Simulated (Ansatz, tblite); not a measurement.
# The cluster Ca4Te4: rung by rung

An exercise on one series of results from a longer session: the logs are not shown, and one member is left open.

Method: as each input shows; program: Ansatz 0.2.0, Gaussian basis.

The runs, in order: GFN1-xTB, GFN2-xTB, PBE-D4/def2-TZVP, r2SCAN-D4/def2-TZVP, revPBE-D4/def2-TZVP, PBE-D4/def2-SVP, PBE0-D4/def2-SVP, PBE-D4/def2-TZVPD, MP2/def2-SVP, RPA/def2-SVP.

14 further runs of the same task are left out: 13 that didn't finish, 1 set aside as unsound or not needed.

## The structure

The singlet was relaxed beforehand with r2SCAN-D4/def2-SVP. At that level it is the lowest of the isomers that a small search found.

8 atoms, charge 0, spin multiplicity 1.

Bond lengths: Ca1–Te5 3.014 Å, Ca1–Te6 3.013 Å, Ca1–Te7 3.013 Å, Ca2–Te6 3.013 Å, Ca2–Te7 3.013 Å, Ca2–Te8 3.013 Å, Ca3–Te5 3.013 Å, Ca3–Te7 3.013 Å, Ca3–Te8 3.013 Å, Ca4–Te5 3.013 Å, Ca4–Te6 3.014 Å, Ca4–Te8 3.013 Å. Angles: Te5–Ca1–Te6 101.1°, Te5–Ca1–Te7 101.1°, Te6–Ca1–Te7 101.1°, Te6–Ca2–Te7 101.1°, Te6–Ca2–Te8 101.1°, Te7–Ca2–Te8 101.1°, Te5–Ca3–Te7 101.1°, Te5–Ca3–Te8 101.1°, Te7–Ca3–Te8 101.1°, Te5–Ca4–Te6 101.1°, Te5–Ca4–Te8 101.1°, Te6–Ca4–Te8 101.1°, Ca1–Te5–Ca3 77.7°, Ca1–Te5–Ca4 77.6°, Ca3–Te5–Ca4 77.7°, Ca1–Te6–Ca2 77.7°, Ca1–Te6–Ca4 77.6°, Ca2–Te6–Ca4 77.7° and more.

Te takes a core potential in the def2 sets. No spin-orbit coupling is included.

PBE0-D4/def2-TZVP was run before; its log isn't repeated, and its numbers join the tables.

The first run:

Tight binding, by tblite at 300 K electronic temperature and without a spin-polarisation term:

```python
tblite.interface.Calculator('GFN1-xTB', numbers, positions, charge=0, uhf=0).singlepoint()
```

Tight binding, by tblite at 300 K electronic temperature and without a spin-polarisation term:

```python
tblite.interface.Calculator('GFN2-xTB', numbers, positions, charge=0, uhf=0).singlepoint()
```

start.molden holds the orbitals of an earlier run on this state, given as this run's starting guess.

in.yaml reads:

```yaml
crystal:
  periodic: [false, false, false]
  atoms:
    - {symbol: Ca, position_ang: [-1.988240, 1.027120, 0.587997]}
    - {symbol: Ca, position_ang: [1.691696, 0.738769, 1.396065]}
    - {symbol: Ca, position_ang: [-0.225095, -2.294615, 0.207426]}
    - {symbol: Ca, position_ang: [0.521748, 0.528775, -2.191326]}
    - {symbol: Te, position_ang: [-2.083381, -0.909830, -1.718672]}
    - {symbol: Te, position_ang: [0.278040, 2.824944, -0.254957]}
    - {symbol: Te, position_ang: [-0.643085, -0.651303, 2.697904]}
    - {symbol: Te, position_ang: [2.448317, -1.263849, -0.724426]}
basis:
  gaussian: {orbitals: def2-TZVP, initial_orbitals: start.molden}
hamiltonian: {xc: pbe, dispersion: d4}
scf: {omitted_lower_state_checks: [starts]}
output: {orbitals: {seedname: orbitals}}
```

Started as:

```bash
$ ansatz run in.yaml --threads 4 --pin off --events-out ev --progress --plain --max-ram 4787MiB
```

Steps of the session up to this table: PBE-D4/def2-TZVP; r2SCAN-D4/def2-TZVP; revPBE-D4/def2-TZVP; PBE-D4/def2-SVP; PBE0-D4/def2-SVP; PBE-D4/def2-TZVPD; MP2/def2-SVP; RPA/def2-SVP.

One table of the session follows, with a row left open; its other results are not shown here.

It belongs to the step «Binding energy». 

| level | binding an atom (eV) |
| --- | --- |
| HF/def2-SVP | ? |
| PBE-D4/def2-SVP | 3.172 |
| PBE-D4/def2-TZVP | 3.129 |
| PBE-D4/def2-TZVPD | 3.131 |
| revPBE-D4/def2-TZVP | 3.012 |
| r2SCAN-D4/def2-TZVP | 3.222 |
| PBE0-D4/def2-SVP | 3.135 |
| PBE0-D4/def2-TZVP | 3.101 |
| RPA/def2-SVP | 2.296 |
| MP2/def2-SVP | 2.804 |

**Question.** Estimate the row for HF/def2-SVP.

**Answer.** binding an atom (eV): 2.179. In the column «binding an atom (eV)» it is the lowest.

Limits of these values: Free atoms were run apart at each level; binding is atoms less cluster, divided by the number of atoms, without zero-point or spin-orbit terms.
